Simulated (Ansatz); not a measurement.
# Potassium, hcp: r²SCAN0 at the r²SCAN geometry

Aim: see what exact exchange does to the levels, and what it costs. Spin polarisation is left out. The cell comes from an earlier r²SCAN relaxation. Exact exchange is dear, so the k-mesh is coarse, and r²SCAN is run on the same mesh for comparison.

Program: Ansatz 0.2.0. Level of theory: DFT, plane waves (500 eV) with PBE-made PAW files, scalar-relativistic; functionals as named at each step. These are calculated values, not measurements.

## 1. The system as given

The structure is hexagonal, space group P6_3/mmc (No. 194). The conventional cell has a = 4.765 Å, b = 4.765 Å, c = 7.782 Å, α = 90.00°, β = 90.00°, γ = 120.00°.

As a file:

```
CELL_PARAMETERS angstrom
4.76526 0.00000 0.00000
-2.38263 4.12683 0.00000
0.00000 0.00000 7.78196
ATOMIC_POSITIONS crystal
K 0.33333 0.66667 0.25000
K 0.66667 0.33333 0.75000
```

## 2. r²SCAN on the coarse mesh

The run with r²SCAN.

Input file input.yaml:

```yaml
crystal:
  lattice:
    - [4.7652555925, 0.0, 0.0]
    - [-2.3826277962, 4.1268323986, 0.0]
    - [0.0, 0.0, 7.7819606179]
  atoms:
    - { symbol: K, position: [0.3333333333, 0.6666666667, 0.25] }
    - { symbol: K, position: [0.6666666667, 0.3333333333, 0.75] }
hamiltonian:
  xc: r2scan
  pseudopotentials:
    kind: paw
    azcp:
      K: "pseudopotentials/K.paw.azcp"
basis:
  ecutwfc: 500
  fft_grid_basis: typed
kpoints:
  mp_grid: { grid: [4, 4, 2], shift: [0, 0, 0] }
magnetization:
  spin_polarized: false
scf:
  occupations: { method: fermi_dirac, width: 0.1 }
```

On the command line:

```sh
$ ansatz run input.yaml --threads 4 --pin off --max-ram 8192MiB --backend cpu --events-out ev --progress --plain --runs-dir out
```

## 3. r²SCAN0, coarse mesh

The run with r²SCAN0.

input.yaml: that of step 2 with these lines changed.

```diff
@@ -9,3 +9,3 @@
 hamiltonian:
-  xc: r2scan
+  xc: r2scan0
   pseudopotentials:
```

(Steps that only read results are left out.)

**Question.** What will these runs give? Wanted: r²SCAN: gap; r²SCAN0: gap; r²SCAN0: relative to bcc.

**Answer**, as computed:

| quantity | value |
| --- | --- |
| r²SCAN: gap | none (levels filled in part) |
| r²SCAN0: gap | none (levels filled in part) |
| r²SCAN0: SCF cycles, exchange loops | 17, 2 |
| r²SCAN0: CPU time over that of r²SCAN | 13 |
| r²SCAN0: relative to bcc | -39 meV/atom |

In words: Neither r²SCAN nor r²SCAN0 shows a clean gap on this mesh. r²SCAN0 cost 13 times the CPU time of r²SCAN. The exchange operator of r²SCAN0 was renewed in 2 outer loops. To compare with dense-mesh energies, the change of r²SCAN from this mesh and smearing to its dense run (-12.6 meV/atom, from a run not shown) is added. Under r²SCAN0 it lies 39 meV/atom below bcc (computed apart in the same way); on such meshes a few tens of meV are uncertain for metals. Absolute energies differ from functional to functional, by eV per atom at times, and say nothing by themselves.
